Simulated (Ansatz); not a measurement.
# SnF₂: an energy map over two coordinates

Aim: map the energy of F₂Sn, SMILES [F][Sn][F] over two coordinates, and find its wells, ridges and stiffness.

Method: RHF/def2-TZVP; program: Ansatz 0.2.0.

## Step 1: Where the work starts

SMILES `[F][Sn][F]`, 3 atoms, charge 0, spin multiplicity 1.

Atoms are counted from 1 here; the program's logs count them from 0.

Bond lengths: F1–Sn2 1.974 Å, Sn2–F3 1.975 Å. Angles: F1–Sn2–F3 96.8°.

Coordinates:

```xyz
3
charge 0, multiplicity 1
F    -1.3334    0.3104   -0.7044
Sn    0.3312    0.7395    0.2649
F     0.9912   -1.1147    0.4263
```

## Step 2: Geometry optimisation

File input.yaml:

```yaml
crystal:
  periodic: [false, false, false]
  atoms:
    - { symbol: F, position_ang: [-1.33344, 0.310379, -0.704413] }
    - { symbol: Sn, position_ang: [0.331204, 0.739542, 0.264938] }
    - { symbol: F, position_ang: [0.991236, -1.114721, 0.426275] }
basis:
  gaussian: { orbitals: def2-TZVP }
hamiltonian:
  xc: hf
output:
  forces: true
relax:
  f_tol: 0.003
  max_steps: 120
```

On the command line:

```
> ansatz run input.yaml --threads 1 --pin off --max-ram 2560MiB --backend cpu --events-out ev --progress --plain --runs-dir out
```

The log of the run:

```text
Warning: RAYON_NUM_THREADS=1 ignored (pool sized by the plan → 1); use --threads N
The last accepted step is kept in <dir> (removed where the run ends without a failure and the disk answers)
Engine: ansatz 0.2.0, x86_64-unknown-linux-gnu
Functional definition: HF
  exchange = exact_x
  correlation = 0
922 factors; their error is unknown
mean field evaluation 1: about -11217.8595 eV, gradient 4.6e1 eV
mean field evaluation 2: about -11219.5490 eV, gradient 4.0e1 eV
mean field evaluation 4: about -11221.6298 eV, gradient 5.9e-1 eV
mean field evaluation 8: about -11222.0627 eV, gradient 7.9e-1 eV
mean field evaluation 16: about -11218.3039 eV, gradient 4.6e1 eV
mean field -11222.06332010 eV, -412.4032204261 hartree, gradient 2.2e-5 eV, S^2 0.000000; 0 other end points of the search recorded, 0 dependent functions left out
the calculation of the forces begins
reference -11222.06332010 eV, -412.4032204261 hartree; 20, 20 occupied and 92, 92 virtual orbitals, 922 factors
relax step   1: F+E_penalty+E_count = -11222.06332010 eV  Δ(F+E_penalty+E_count) = +0.000e0 eV  max|allowed force component| = 1.600e0 eV/Å  Δτ_max = 0.0000 Å  (35 SCF iters, accepted)
these checks for a lower state are left out or cut short: starts, cluster_reference, orbital_swaps, neighbouring_geometries, increment
922 factors; their error is unknown
mean field -11222.17275994 eV, -412.4072422659 hartree, gradient 1.9e-5 eV, S^2 0.000000; 0 other end points of the search recorded, 0 dependent functions left out
the calculation of the forces begins
reference -11222.17275994 eV, -412.4072422659 hartree; 20, 20 occupied and 92, 92 virtual orbitals, 922 factors
relax step   2: F+E_penalty+E_count = -11222.17275994 eV  Δ(F+E_penalty+E_count) = -1.094e-1 eV  max|allowed force component| = 1.487e-1 eV/Å  Δτ_max = 0.0747 Å  (31 SCF iters, accepted)
these checks for a lower state are left out or cut short: starts, cluster_reference, orbital_swaps, neighbouring_geometries, increment
922 factors; their error is unknown
mean field -11222.17333558 eV, -412.4072634204 hartree, gradient 2.2e-5 eV, S^2 0.000000; 0 other end points of the search recorded, 0 dependent functions left out
the calculation of the forces begins
reference -11222.17333558 eV, -412.4072634204 hartree; 20, 20 occupied and 92, 92 virtual orbitals, 922 factors
relax step   3: F+E_penalty+E_count = -11222.17333558 eV  Δ(F+E_penalty+E_count) = -5.756e-4 eV  max|allowed force component| = 1.985e-2 eV/Å  Δτ_max = 0.0034 Å  (32 SCF iters, accepted)
these checks for a lower state are left out or cut short: starts, cluster_reference, orbital_swaps, neighbouring_geometries, increment
922 factors; their error is unknown
mean field evaluation 32: about -11221.7487 eV, gradient 7.8e-1 eV
mean field -11222.17334752 eV, -412.4072638590 hartree, gradient 2.2e-5 eV, S^2 0.000000; 0 other end points of the search recorded, 0 dependent functions left out
the calculation of the forces begins
reference -11222.17334752 eV, -412.4072638590 hartree; 20, 20 occupied and 92, 92 virtual orbitals, 922 factors
relax step   4: F+E_penalty+E_count = -11222.17334752 eV  Δ(F+E_penalty+E_count) = -1.194e-5 eV  max|allowed force component| = 1.012e-3 eV/Å  Δτ_max = 0.0011 Å  (31 SCF iters, accepted)
922 factors; their error is unknown
mean field -11222.17334752 eV, -412.4072638590 hartree, gradient 2.2e-5 eV, S^2 0.000000; 1 other end points of the search recorded, 0 dependent functions left out
the calculation of the forces begins
reference -11222.17334752 eV, -412.4072638590 hartree; 20, 20 occupied and 92, 92 virtual orbitals, 922 factors
Total energy: -11222.17334752 eV, -412.4072638590 hartree
Atom 0 at    -1.270336     0.277482    -0.673083 Å, force    -0.000591     0.000955    -0.000222 eV/Å
Atom 1 at     0.327386     0.729856     0.261756 Å, force    -0.000420    -0.000905    -0.000333 eV/Å
Atom 2 at     0.931950    -1.072138     0.398127 Å, force     0.001012    -0.000050     0.000555 eV/Å
Dipole moment:     0.305558     0.693583     0.245659 e Å
```

It took 6.2 s on 1 thread of AMD EPYC 7R43 (Zen 3), shared host; peak memory 0.2 GiB.

Relaxation path:

```
step  energy from step 1 (eV)  largest force component (eV/Å)
   1                   0.0000                          1.5997
   2                  -0.1094                          0.1487
   3                  -0.1100                          0.0198
   4                  -0.1100                          0.0010
```

Close pairs (by a distance rule), those that changed most:

```
  bond  before (Å)  after (Å)  change (Å)
Sn2–F3       1.975      1.906      -0.069
F1–Sn2       1.974      1.906      -0.068
```

## Step 3: Plan of the scan

- angle F1–Sn2–F3 (carried through 180): 15 values from 76.4 to 283.6 °
- change of the bonds Sn2–F1, Sn2–F3, all alike: 15 values from −0.210 to 0.324 Å

Nothing else is relaxed (all other coordinates rigid). Energies count from the relaxed molecule at the same level. Points are written as (first, second).

Below, 3 of the grid's runs; all are launched alike.

## Step 4: Point (268.8°, 0.019 Å)

File input.yaml:

```yaml
crystal:
  periodic: [false, false, false]
  atoms:
    - { symbol: F, position_ang: [-0.239167, 2.565781, 0.150178] }
    - { symbol: Sn, position_ang: [0.327386, 0.729856, 0.261756] }
    - { symbol: F, position_ang: [1.926797, 1.238418, 1.20372] }
basis:
  gaussian: { orbitals: def2-TZVP }
hamiltonian:
  xc: hf
output:
  forces: true
```

On the command line:

```
> ansatz run input.yaml --threads 1 --pin off --max-ram 2560MiB --backend cpu --events-out ev --progress --plain --runs-dir out
```

The log of the run:

```text
Warning: RAYON_NUM_THREADS=1 ignored (pool sized by the plan → 1); use --threads N
Engine: ansatz 0.2.0, x86_64-unknown-linux-gnu
Functional definition: HF
  exchange = exact_x
  correlation = 0
922 factors; their error is unknown
mean field evaluation 1: about -11218.1508 eV, gradient 4.5e1 eV
mean field evaluation 2: about -11219.8574 eV, gradient 3.8e1 eV
mean field evaluation 4: about -11221.7269 eV, gradient 5.5e-1 eV
mean field evaluation 8: about -11222.1544 eV, gradient 7.8e-1 eV
mean field evaluation 16: about -11218.5900 eV, gradient 4.5e1 eV
mean field -11222.15504001 eV, -412.4065910705 hartree, gradient 1.9e-5 eV, S^2 0.000000; 0 other end points of the search recorded, 0 dependent functions left out
the calculation of the forces begins
reference -11222.15504001 eV, -412.4065910705 hartree; 20, 20 occupied and 92, 92 virtual orbitals, 922 factors
Total energy: -11222.15504001 eV, -412.4065910705 hartree
Atom 0 at    -0.239167     2.565781     0.150178 Å, force    -0.000351    -0.502260    -0.055524 eV/Å
Atom 1 at     0.327386     0.729856     0.261756 Å, force     0.348611     0.791313     0.280273 eV/Å
Atom 2 at     1.926797     1.238418     1.203720 Å, force    -0.348260    -0.289052    -0.224749 eV/Å
Dipole moment:    -0.337164    -0.765328    -0.271069 e Å
```

It took 1.2 s on 1 thread of AMD EPYC 7R43 (Zen 3), shared host; peak memory 0.18 GiB.

On the map this point reads 1.8 kJ/mol.

## Step 5: Grid point (254.0°, −0.095 Å)

File input.yaml:

```yaml
crystal:
  periodic: [false, false, false]
  atoms:
    - { symbol: F, position_ang: [-0.393569, 2.376354, 0.043785] }
    - { symbol: Sn, position_ang: [0.327386, 0.729856, 0.261756] }
    - { symbol: F, position_ang: [1.88413, 0.980517, 1.151675] }
basis:
  gaussian: { orbitals: def2-TZVP }
hamiltonian:
  xc: hf
output:
  forces: true
```

On the command line:

```
> ansatz run input.yaml --threads 1 --pin off --max-ram 2560MiB --backend cpu --events-out ev --progress --plain --runs-dir out
```

The log of the run:

```text
Warning: RAYON_NUM_THREADS=1 ignored (pool sized by the plan → 1); use --threads N
Engine: ansatz 0.2.0, x86_64-unknown-linux-gnu
Functional definition: HF
  exchange = exact_x
  correlation = 0
922 factors; their error is unknown
mean field evaluation 1: about -11218.3105 eV, gradient 4.3e1 eV
mean field evaluation 2: about -11219.9018 eV, gradient 3.4e1 eV
mean field evaluation 4: about -11221.3584 eV, gradient 5.5e-1 eV
mean field evaluation 8: about -11221.7748 eV, gradient 7.6e-1 eV
mean field evaluation 16: about -11221.7754 eV, gradient 5.7e-6 eV
mean field -11221.77540254 eV, -412.3926396507 hartree, gradient 5.7e-6 eV, S^2 0.000000; 0 other end points of the search recorded, 0 dependent functions left out
the calculation of the forces begins
reference -11221.77540254 eV, -412.3926396507 hartree; 20, 20 occupied and 92, 92 virtual orbitals, 922 factors
Total energy: -11221.77540254 eV, -412.3926396507 hartree
Atom 0 at    -0.393569     2.376354     0.043785 Å, force    -0.824507     3.219763    -0.102019 eV/Å
Atom 1 at     0.327386     0.729856     0.261756 Å, force    -1.883275    -4.274843    -1.514093 eV/Å
Atom 2 at     1.884130     0.980517     1.151675 Å, force     2.707782     1.055080     1.616112 eV/Å
Dipole moment:    -0.174125    -0.395247    -0.139991 e Å
```

Wall time 1.3 s (1 thread of AMD EPYC 7R43 (Zen 3), shared host); peak memory 0.19 GiB.

Energy on the map's scale: 38 kJ/mol.

## Step 6: The run at (91.2°, 0.286 Å)

File input.yaml:

```yaml
crystal:
  periodic: [false, false, false]
  atoms:
    - { symbol: F, position_ang: [-1.493914, 0.15074, -0.810888] }
    - { symbol: Sn, position_ang: [0.327386, 0.729856, 0.261756] }
    - { symbol: F, position_ang: [0.972537, -1.360768, 0.388813] }
basis:
  gaussian: { orbitals: def2-TZVP }
hamiltonian:
  xc: hf
output:
  forces: true
```

On the command line:

```
> ansatz run input.yaml --threads 1 --pin off --max-ram 2560MiB --backend cpu --events-out ev --progress --plain --runs-dir out
```

The log of the run:

```text
Warning: RAYON_NUM_THREADS=1 ignored (pool sized by the plan → 1); use --threads N
Engine: ansatz 0.2.0, x86_64-unknown-linux-gnu
Functional definition: HF
  exchange = exact_x
  correlation = 0
922 factors; their error is unknown
mean field evaluation 1: about -11215.5442 eV, gradient 5.0e1 eV
mean field evaluation 2: about -11217.1380 eV, gradient 4.9e1 eV
mean field evaluation 4: about -11220.3699 eV, gradient 8.0e-1 eV
mean field evaluation 8: about -11220.8233 eV, gradient 1.3e-1 eV
mean field evaluation 16: about -11216.0047 eV, gradient 5.0e1 eV
mean field -11220.82338426 eV, -412.3576536244 hartree, gradient 2.0e-5 eV, S^2 0.000000; 0 other end points of the search recorded, 0 dependent functions left out
the calculation of the forces begins
reference -11220.82338426 eV, -412.3576536244 hartree; 20, 20 occupied and 92, 92 virtual orbitals, 922 factors
Total energy: -11220.82338426 eV, -412.3576536244 hartree
Atom 0 at    -1.493914     0.150740    -0.810888 Å, force     3.010169     1.176379     1.796973 eV/Å
Atom 1 at     0.327386     0.729856     0.261756 Å, force    -2.095995    -4.757701    -1.685115 eV/Å
Atom 2 at     0.972537    -1.360768     0.388813 Å, force    -0.914173     3.581322    -0.111858 eV/Å
Dipole moment:     0.541578     1.229328     0.435412 e Å
```

It took 1.2 s on 1 thread of AMD EPYC 7R43 (Zen 3), shared host; peak memory 0.18 GiB.

Energy on the map's scale: 130 kJ/mol.

## Step 7: The map

120 points were computed, 105 more follow by symmetry. Energies in kJ/mol, from the relaxed molecule at the same level:

| change of the bonds Sn2–F1, Sn2–F3, all alike (Å) ↓, angle F1–Sn2–F3 (carried through 180) (°) → | 76.4 | 91.2 | 106.0 | 120.8 | 135.6 | 150.4 | 165.2 | 180.0 | 194.8 | 209.6 | 224.4 | 239.2 | 254.0 | 268.8 | 283.6 |
| --- | --- | --- | --- | --- | --- | --- | --- | --- | --- | --- | --- | --- | --- | --- | --- |
| 0.324 | 185 | 158 | 157 | 172 | 196 | 223 | 243 | 251 | 243 | 223 | 196 | 172 | 157 | 158 | 185 |
| 0.286 | 158 | 130 | 130 | 147 | 174 | 203 | 225 | 234 | 225 | 203 | 174 | 147 | 130 | 130 | 158 |
| 0.248 | 132 | 104 | 105 | 124 | 154 | 185 | 210 | 219 | 210 | 185 | 154 | 124 | 105 | 104 | 132 |
| 0.210 | 107 | 79 | 82 | 103 | 135 | 170 | 197 | 207 | 197 | 170 | 135 | 103 | 82 | 79 | 107 |
| 0.172 | 85 | 57 | 60 | 84 | 119 | 157 | 187 | 199 | 187 | 157 | 119 | 84 | 60 | 57 | 85 |
| 0.133 | 66 | 36 | 41 | 67 | 105 | 147 | 180 | 193 | 180 | 147 | 105 | 67 | 41 | 36 | 66 |
| 0.095 | 50 | 20 | 26 | 54 | 96 | 141 | 178 | 193 | 178 | 141 | 96 | 54 | 26 | 20 | 50 |
| 0.057 | 40 | 8 | 15 | 46 | 91 | 141 | 181 | 197 | 181 | 141 | 91 | 46 | 15 | 8 | 40 |
| 0.019 | 35 | 2 | 10 | 43 | 92 | 146 | 190 | 208 | 190 | 146 | 92 | 43 | 10 | 2 | 35 |
| −0.019 | 37 | 2 | 11 | 46 | 99 | 157 | 207 | 226 | 207 | 157 | 99 | 46 | 11 | 2 | 37 |
| −0.057 | 47 | 10 | 20 | 58 | 114 | 177 | 232 | 254 | 232 | 177 | 114 | 58 | 20 | 10 | 47 |
| −0.095 | 67 | 27 | 38 | 79 | 139 | 207 | 267 | 291 | 267 | 207 | 139 | 79 | 38 | 27 | 67 |
| −0.133 | 100 | 57 | 69 | 111 | 175 | 249 | 314 | 341 | 314 | 249 | 175 | 111 | 69 | 57 | 100 |
| −0.172 | 150 | 102 | 114 | 160 | 227 | 307 | 378 | 408 | 378 | 307 | 227 | 160 | 114 | 102 | 150 |
| −0.210 | 216 | 164 | 176 | 224 | 296 | 380 | 458 | 491 | 458 | 380 | 296 | 224 | 176 | 164 | 216 |

On the same grid, largest force on an atom (eV/Å):

| change of the bonds Sn2–F1, Sn2–F3, all alike (Å) ↓, angle F1–Sn2–F3 (carried through 180) (°) → | 76.4 | 91.2 | 106.0 | 120.8 | 135.6 | 150.4 | 165.2 | 180.0 | 194.8 | 209.6 | 224.4 | 239.2 | 254.0 | 268.8 | 283.6 |
| --- | --- | --- | --- | --- | --- | --- | --- | --- | --- | --- | --- | --- | --- | --- | --- |
| 0.324 | 7.0 | 5.7 | 4.2 | 3.4 | 3.1 | 2.8 | 2.5 | 2.4 | 2.5 | 2.8 | 3.1 | 3.4 | 4.2 | 5.7 | 7.0 |
| 0.286 | 6.8 | 5.5 | 4.0 | 3.3 | 3.0 | 2.6 | 2.3 | 2.1 | 2.3 | 2.6 | 3.0 | 3.3 | 4.0 | 5.5 | 6.8 |
| 0.248 | 6.5 | 5.2 | 3.7 | 3.1 | 2.7 | 2.3 | 2.0 | 1.8 | 2.0 | 2.3 | 2.7 | 3.1 | 3.7 | 5.2 | 6.5 |
| 0.210 | 6.2 | 4.8 | 3.3 | 2.8 | 2.5 | 2.0 | 1.6 | 1.4 | 1.6 | 2.0 | 2.5 | 2.8 | 3.3 | 4.8 | 6.2 |
| 0.172 | 5.7 | 4.3 | 2.8 | 2.5 | 2.1 | 1.7 | 1.2 | 1.0 | 1.2 | 1.7 | 2.1 | 2.5 | 2.8 | 4.3 | 5.7 |
| 0.133 | 5.0 | 3.7 | 2.3 | 2.1 | 1.8 | 1.3 | 0.8 | 0.4 | 0.8 | 1.3 | 1.8 | 2.1 | 2.3 | 3.7 | 5.0 |
| 0.095 | 4.3 | 3.0 | 1.8 | 1.6 | 1.3 | 1.5 | 1.1 | 0.2 | 1.1 | 1.5 | 1.3 | 1.6 | 1.8 | 3.0 | 4.3 |
| 0.057 | 3.3 | 2.0 | 1.2 | 1.1 | 1.6 | 2.0 | 1.4 | 1.0 | 1.4 | 2.0 | 1.6 | 1.1 | 1.2 | 2.0 | 3.3 |
| 0.019 | 2.1 | 0.9 | 0.6 | 1.5 | 2.4 | 2.7 | 1.8 | 2.0 | 1.8 | 2.7 | 2.4 | 1.5 | 0.6 | 0.9 | 2.1 |
| −0.019 | 1.7 | 0.5 | 1.6 | 2.6 | 3.4 | 3.4 | 2.9 | 3.1 | 2.9 | 3.4 | 3.4 | 2.6 | 1.6 | 0.5 | 1.7 |
| −0.057 | 2.6 | 2.1 | 3.1 | 4.0 | 4.5 | 4.3 | 4.2 | 4.4 | 4.2 | 4.3 | 4.5 | 4.0 | 3.1 | 2.1 | 2.6 |
| −0.095 | 4.0 | 4.2 | 4.9 | 5.6 | 5.9 | 5.4 | 5.7 | 5.9 | 5.7 | 5.4 | 5.9 | 5.6 | 4.9 | 4.2 | 4.0 |
| −0.133 | 6.1 | 6.6 | 7.1 | 7.4 | 7.4 | 6.8 | 7.5 | 7.8 | 7.5 | 6.8 | 7.4 | 7.4 | 7.1 | 6.6 | 6.1 |
| −0.172 | 9.4 | 9.6 | 9.8 | 9.8 | 9.3 | 9.0 | 9.7 | 10.0 | 9.7 | 9.0 | 9.3 | 9.8 | 9.8 | 9.6 | 9.4 |
| −0.210 | 13.3 | 13.2 | 13.0 | 12.5 | 11.5 | 11.5 | 12.3 | 12.6 | 12.3 | 11.5 | 11.5 | 12.5 | 13.0 | 13.2 | 13.3 |

Energy (kJ/mol) at eleven even steps along the easiest path on the interpolated surface, from (91.2°, 0.019 Å): 0, 16, 65, 122, 170, 192, 176, 131, 75, 22, 0.

## Step 8: Results

| quantity | value |
| --- | --- |
| lowest point | (91.2°, 0.019 Å), 1.8 kJ/mol |
| highest computed point | (180.0°, −0.210 Å), 489 kJ/mol above the lowest |
| largest force on an atom (eV/Å) | 0.2 at (180.0°, 0.095 Å) to 13.3 at (76.4°, −0.210 Å); 0.9 at the lowest point |
| time for the whole task | 2.6 min on 1 thread, shared host |

The lowest computed point is at (91.2°, 0.019 Å), 1.8 kJ/mol from the relaxed molecule at the same level; the map holds 2 wells of about this depth. The grid is coarse, so the lowest point of the scanned range may lie between grid points; coordinates that were held can hide deeper minima. The grid shows no other well, apart from its symmetry copies. The highest computed point, (180.0°, −0.210 Å), lies 489 kJ/mol above the lowest. On the interpolated surface the easiest way out of the lowest well to a well of the same energy at (268.8°, 0.019 Å) passes a barrier of about 190 kJ/mol. Round the minimum the two coordinates are nearly uncoupled.
